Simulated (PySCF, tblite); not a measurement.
# C₅H₇BClN₂ radical: geometry, infrared bands and EPR parameters

What infrared bands and EPR parameters should C₅H₇BClN₂ radical (`C=C[C](C)NB(Cl)C#N`) show?

The runs use tblite 0.8.0 and PySCF 2.14.0, with density-fitted response routines of our own; the level of theory stands in each step. All values are computed, except where a source is named. Atoms are numbered from 0 throughout.

## (1) The starting structure

16 atoms, charge 0, multiplicity 2; geometry from: force field or distance geometry start.

Bonds of the start (Å): C0–C1 1.33, C1–C2 1.51, C2–C3 1.50, C2–N4 1.43, N4–B5 1.50, B5–Cl6 1.86, B5–C7 1.55, C7–N8 1.17, C0–H9 1.10, C0–H10 1.11, C1–H11 1.07, C3–H12 1.11, C3–H13 1.10, C3–H14 1.13, N4–H15 1.04.

## (2) Relaxing the molecule with GFN2-xTB

The job: settings as JSON, then the geometry in Å.

```
{"job": {"kind": "relax", "xc": "GFN2-xTB", "basis": "xTB"}, "charge": 0, "multiplicity": 2}
C     -2.593900     0.237300    -0.583600
C     -1.295800     0.413500    -0.798500
C     -0.327800    -0.539600    -0.145700
C     -0.534300    -0.427200     1.332900
N      1.037100    -0.337500    -0.536100
B      2.010700    -0.443300     0.596500
Cl     2.594400    -2.170400     0.975100
C      3.037400     0.675600     0.895400
N      3.826100     1.514200     1.105800
H     -3.000300    -0.567700     0.042600
H     -3.268300     0.963600    -1.079600
H     -0.939500     1.220500    -1.411400
H     -0.355200    -1.381500     1.871500
H     -1.552200    -0.035200     1.505200
H      0.172500     0.327000     1.791500
H      1.181600     0.559600    -1.037900
```

The run is started by

```bash
$ OMP_NUM_THREADS=1 python probes_run.py task.json out
```

One launch serves the whole session: the jobs run in the order shown.

**Question.** This job is followed by: GFN2-xTB harmonic vibrations, gas phase; UKS B3LYP, pcH-1 on B C Cl H N, non-relativistic, mean-field spin-orbit, GIAO. Predict these results of the whole session: strongest single infrared mode (GFN2-xTB); zero-point energy (GFN2-xTB); g(iso) (B3LYP); ⟨S²⟩; largest a(iso) (averaged by class); potential on the surface of density 0.002 e/bohr³, 1st and 99th percentile.

**Answer**, as computed:

| quantity | value |
| --- | --- |
| strongest single infrared mode (GFN2-xTB) | 2315 cm⁻¹, 342 km/mol |
| zero-point energy (GFN2-xTB) | 71.8 kcal/mol |
| g(iso) (B3LYP) | 2.00343 |
| ⟨S²⟩ | 0.773 (exact 0.75) |
| largest a(iso) (averaged by class) | 13C on C2, 53.6 MHz |
| potential on the surface of density 0.002 e/bohr³, 1st and 99th percentile | -1.70 V and 2.13 V |

Over 138 steps the energy fell by 2.267 eV; of the close pairs, B5–Cl6 changed most, 1.862 to 1.740 Å. All 42 modes are real, so the xTB geometry is a minimum. The strongest single mode, at 2315 cm⁻¹, moves mainly C7 and N8. GFN2-xTB is a fitted tight-binding method: band positions and strengths are rough. Its intensities can rank the bands wrongly. The largest spin populations lie on C0 (0.54 e), C2 (0.54 e). The isotropic g lies 1.1 ppt above the free-electron value. These values are for one conformer; the search (at its own cheap level) found 2 more, at 1.21, 4.26 kcal/mol, and measured spectra average over such forms.
